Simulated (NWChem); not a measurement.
# C2H3F3 (SMILES FCC(F)F): TPSSh/jun-cc-pV(D+d)Z

What is the electronic atomisation energy of C2H3F3 at TPSSh/jun-cc-pV(D+d)Z? 

The calculation is run with NWChem 7.3.0.

### Step 1. Starting point

C2H3F3 has 8 atoms, charge 0, and is taken as a singlet. SMILES: `FCC(F)F`. The coordinates come from a PBE0-D4/def2-TZVP relaxation. This is one conformer, not always the lowest.

Bond lengths: F1–C2 1.372 Å, C2–C3 1.509 Å, C3–F4 1.352 Å, C3–F5 1.356 Å, C2–H6 1.093 Å, C2–H7 1.093 Å, C3–H8 1.095 Å. Some angles: F1–C2–C3 109.3°, C2–C3–F4 110.4°, C2–C3–F5 108.3°, F4–C3–F5 107.9°, F1–C2–H6 109.4°, F1–C2–H7 109.2°, C3–C2–H6 109.5°, C3–C2–H7 109.4°, C2–C3–H8 113.0°, F4–C3–H8 108.2°.

### Step 2. A single-point energy at TPSSh/jun-cc-pV(D+d)Z (run 1)

mol.nw

```
START mol
TITLE "C2H3F3"
memory total 2200 mb

GEOMETRY units angstrom noautosym nocenter noautoz
F     -1.142800    -0.681000     1.163100
C     -0.188200     0.195100     0.711800
C      0.172900    -0.152400    -0.711300
F      0.824200    -1.335800    -0.756500
F      1.011700     0.803600    -1.182200
H      0.701700     0.118900     1.342500
H     -0.588500     1.211500     0.747300
H     -0.698800    -0.217000    -1.370500
END

BASIS spherical bse
* library "jun-cc-pV(D+d)Z"
END

DFT
xc xctpssh
grid fine
convergence energy 1e-08
iterations 100
mulliken
print low
END

TASK dft
```

Run with:

```
$ nwchem mol.nw > mol.out
```

Output:

```text
[...]
 d= 0,ls=0.0,diis     1   -377.4405405949 -5.69D+02  1.71D-02  1.17D+00     3.7
[...]
 d= 0,ls=0.0,diis    10   -377.5754305199 -8.76D-10  1.46D-07  6.27D-10    28.5
         Total DFT energy =     -377.575430519875
      One electron energy =     -902.129759848927
           Coulomb energy =      376.569441474992
    Exchange-Corr. energy =      -43.374911592997
 Nuclear repulsion energy =      191.359799447058
[...]
      Total Density - Mulliken Population Analysis
     ---------------------------------------------
    Atom       Charge   Shell Charges
 -----------   ------   -------------------------------------------------------
    1 F    9     9.20   2.01  0.90  1.01  0.03  3.33  1.86  0.06  0.01
    2 C    6     6.06   2.01  0.69  0.40  0.18  2.03  0.63  0.00  0.12
    3 C    6     5.68   2.01  0.71  0.34 -0.03  1.95  0.50 -0.02  0.22
    4 F    9     9.19   2.01  0.91  1.01  0.03  3.33  1.83  0.07  0.01
    5 F    9     9.20   2.01  0.91  1.01  0.04  3.33  1.84  0.06  0.01
    6 H    1     0.88   0.76  0.09  0.03
    7 H    1     0.89   0.77  0.10  0.03
    8 H    1     0.91   0.77  0.12  0.02
[...]
```

Run time: 29 s. Hardware: 1 thread of AMD EPYC 7R43 (Zen 3), shared host; peak memory 0.11 GiB.

### Step 3. The C atom (run 2)

c.nw

```
start c
memory total 2200 mb
charge 0
geometry units angstroms noautosym nocenter noautoz
C        0.000000       0.000000       0.000000
end
basis "ao basis" spherical bse
* library "jun-cc-pV(D+d)Z"
end
dft
xc xctpssh
mult 3
grid fine
convergence energy 1e-08
iterations 100
mulliken
print low
end
task dft
```

Run the same way, it converges to -37.85733 Eh (log not shown).

### Step 4. The F atom, same level (run 3)

f.nw

```
start f
title "F"
memory 2200 mb

geometry units bohr noautosym nocenter noautoz
F      0.00000000     0.00000000     0.00000000
end

basis spherical bse
F library "jun-cc-pV(D+d)Z"
end

dft
xc xctpssh
mult 2
grid fine
convergence energy 1e-08
iterations 100
mulliken
noprint "final vectors analysis"
end

task dft energy
```

Run the same way, it converges to -99.73641 Eh (log not shown).

### Step 5. The H atom (run 4)

m1.xyz

```xyz
1
H TPSSh
H      0.000000     0.000000     0.000000
```

m1.nw

```
start m1
title "H TPSSh"
memory 2200 mb
geometry noautosym nocenter noautoz
  load format xyz m1.xyz
end
basis spherical bse
  * library "jun-cc-pV(D+d)Z"
end
dft
  xc xctpssh
  mult 2
  grid fine
  convergence energy 1e-08
  iterations 100
  mulliken
  noprint "final vectors analysis"
end
task dft
```

Run the same way, it converges to -0.49926 Eh (log not shown).

### Step 6. The series

```
run                   level  partner  energy (Eh)  wall time
  1   TPSSh/jun-cc-pV(D+d)Z     base  -377.575431       29 s
  2  UTPSSh/jun-cc-pV(D+d)Z    atoms   -37.857326        1 s
  3  UTPSSh/jun-cc-pV(D+d)Z    atoms   -99.736407      1.1 s
  4  UTPSSh/jun-cc-pV(D+d)Z    atoms    -0.499259      0.7 s
```

### Step 7. Results

At TPSSh/jun-cc-pV(D+d)Z:

| quantity | value |
| --- | --- |
| H atom: total energy | -0.49926 Eh |
| H atom: ⟨S²⟩ | 0.750 |
| electronic atomisation energy | 31.396 eV |

Taking the molecule apart into free atoms costs 31.40 eV (3029 kJ/mol), before zero-point energy and without spin-orbit coupling. All runs together took 32 s, the longest 29 s.
